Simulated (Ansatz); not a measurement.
# C₃H₉FInN: up Jacob's ladder to CCSD(T)

How much do the methods differ for C₃H₉FInN? The plan is to run it at one geometry with functionals of several rungs and with coupled cluster, and see how far each lands from CCSD(T) at the basis-set limit for the atomisation energy.

Method: functionals in def2-TZVPP, the program's frozen cores in correlated methods; program: Ansatz 0.2.0, Gaussian basis.

Plan: PBE-D4, r2SCAN-D4, PBE0-D4, B3LYP-D4, ωB97X-V, ωB97M-V, B2PLYP; CCSD(T)/def2-TZVPP; MP2/def2-QZVPP; extrapolation to the limit.

### 1 The relaxed structure

The geometry comes from an earlier relaxation with PBE0-D4 in a triple-zeta def2 set; it is a stationary point, not always the lowest conformer. In takes the def2 core potential; no spin-orbit term is included.

SMILES `CC(C)[NH][InH][F]`, 15 atoms, charge 0, spin multiplicity 1.

Atoms are counted from 1 here; the program's logs count them from 0.

Bond lengths: C1–C2 1.519 Å, C1–H7 1.092 Å, C1–H8 1.092 Å, C1–H9 1.094 Å, C2–C3 1.524 Å, C2–N4 1.458 Å, C2–H10 1.099 Å, C3–H11 1.095 Å, C3–H12 1.094 Å, C3–H13 1.093 Å, N4–In5 2.002 Å, N4–H14 1.009 Å, In5–F6 1.967 Å, In5–H15 1.692 Å. Angles: C2–C1–H7 110.7°, C2–C1–H8 110.5°, C2–C1–H9 110.6°, H7–C1–H8 108.4°, H7–C1–H9 107.9°, H8–C1–H9 108.6°, C1–C2–C3 111.1°, C1–C2–N4 110.3°, C1–C2–H10 107.8°, C3–C2–N4 112.8°, C3–C2–H10 108.0°, N4–C2–H10 106.5°, C2–C3–H11 109.9°, C2–C3–H12 111.4°, C2–C3–H13 110.9°, H11–C3–H12 107.9°, H11–C3–H13 108.4°, H12–C3–H13 108.2° and more.

As a file:

```
C    -0.8164   -1.2975   -0.2145
C    -0.4330    0.0804   -0.7253
C     0.9806    0.0794   -1.2950
N    -0.6212    1.0784    0.3207
In    0.2125    1.0360    2.1400
F     1.0298   -0.7205    2.4786
H    -0.7206   -2.0439   -1.0063
H    -1.8491   -1.3008    0.1402
H    -0.1632   -1.5978    0.6105
H    -1.1256    0.3431   -1.5368
H     1.6938   -0.2245   -0.5217
H     1.0741   -0.6188   -2.1316
H     1.2596    1.0749   -1.6491
H    -0.7817    2.0010   -0.0557
H     0.2603    2.1106    3.4459
```

### 2 PBE-D4 (GGA)

in.yaml

```yaml
crystal:
  periodic: [false, false, false]
  atoms:
    - {symbol: C, position_ang: [-0.816439, -1.297547, -0.214511]}
    - {symbol: C, position_ang: [-0.432971, 0.080352, -0.725313]}
    - {symbol: C, position_ang: [0.980592, 0.079434, -1.294980]}
    - {symbol: N, position_ang: [-0.621161, 1.078399, 0.320745]}
    - {symbol: In, position_ang: [0.212521, 1.035997, 2.140011]}
    - {symbol: F, position_ang: [1.029840, -0.720468, 2.478606]}
    - {symbol: H, position_ang: [-0.720609, -2.043948, -1.006310]}
    - {symbol: H, position_ang: [-1.849125, -1.300773, 0.140187]}
    - {symbol: H, position_ang: [-0.163204, -1.597799, 0.610499]}
    - {symbol: H, position_ang: [-1.125581, 0.343070, -1.536802]}
    - {symbol: H, position_ang: [1.693841, -0.224495, -0.521668]}
    - {symbol: H, position_ang: [1.074116, -0.618811, -2.131579]}
    - {symbol: H, position_ang: [1.259558, 1.074897, -1.649112]}
    - {symbol: H, position_ang: [-0.781690, 2.001044, -0.055670]}
    - {symbol: H, position_ang: [0.260333, 2.110639, 3.445898]}
basis:
  gaussian: {orbitals: def2-TZVPP}
hamiltonian: {xc: pbe, dispersion: d4}
output: {forces: true, orbitals: {seedname: orbitals}}
```

Run with:

```
$ ansatz run in.yaml --threads 2 --pin off --events-out ev --progress --plain --max-ram 31744MiB --backend cuda --devices 0, --max-vram 18GiB
```

Further steps of the session: r2SCAN-D4 (meta-GGA); PBE0-D4 (hybrid); B3LYP-D4 (hybrid); ωB97X-V (range-separated); ωB97M-V (range-separated); B2PLYP (double hybrid); CCSD(T) in def2-TZVPP; MP2 in def2-QZVPP.

Before running them: what should the planned runs give, taken together? Wanted: atomisation energy, CCSD(T)/CBS; farthest; mean size of error, hybrid; mean size of error, range-separated; gap, smallest and largest; T1 diagnostic; triples share of the correlation energy.

The runs gave:

| quantity | value |
| --- | --- |
| atomisation energy, CCSD(T)/CBS | 5397.4 kJ/mol |
| functionals within 54.0 kJ/mol (1.0 %) | r2SCAN-D4, PBE0-D4, B3LYP-D4, ωB97X-V, ωB97M-V |
| farthest | B2PLYP (-82.6 kJ/mol) |
| mean size of error, hybrid | 20.3 kJ/mol |
| mean size of error, range-separated | 3.9 kJ/mol |
| gap, smallest and largest | 3.77 eV (PBE-D4), 9.82 eV (ωB97X-V) |
| T1 diagnostic | 0.0148 |
| triples share of the correlation energy | 3.5 % |

PBE-D4 misses by +81.0 kJ/mol. Double hybrids carry the basis error of their MP2 part in triple zeta, and no dispersion term here, so their miss is partly the set-up's. The reference freezes the cores and leaves out spin-orbit coupling and excitations past (T), and its outer-core shells are covered unevenly, so misses under about 54.0 kJ/mol can't be ranked. All levels share the lack of spin-orbit coupling, which lowers the free heavy atoms and so the true binding. Hartree-Fock recovers 72 % of the binding; the rest is correlation. The gap grows from 3.8 to 9.8 eV across the functionals, mostly with the share of exact exchange. Correlated methods include outer-core shells of In, which these sets cover unevenly.
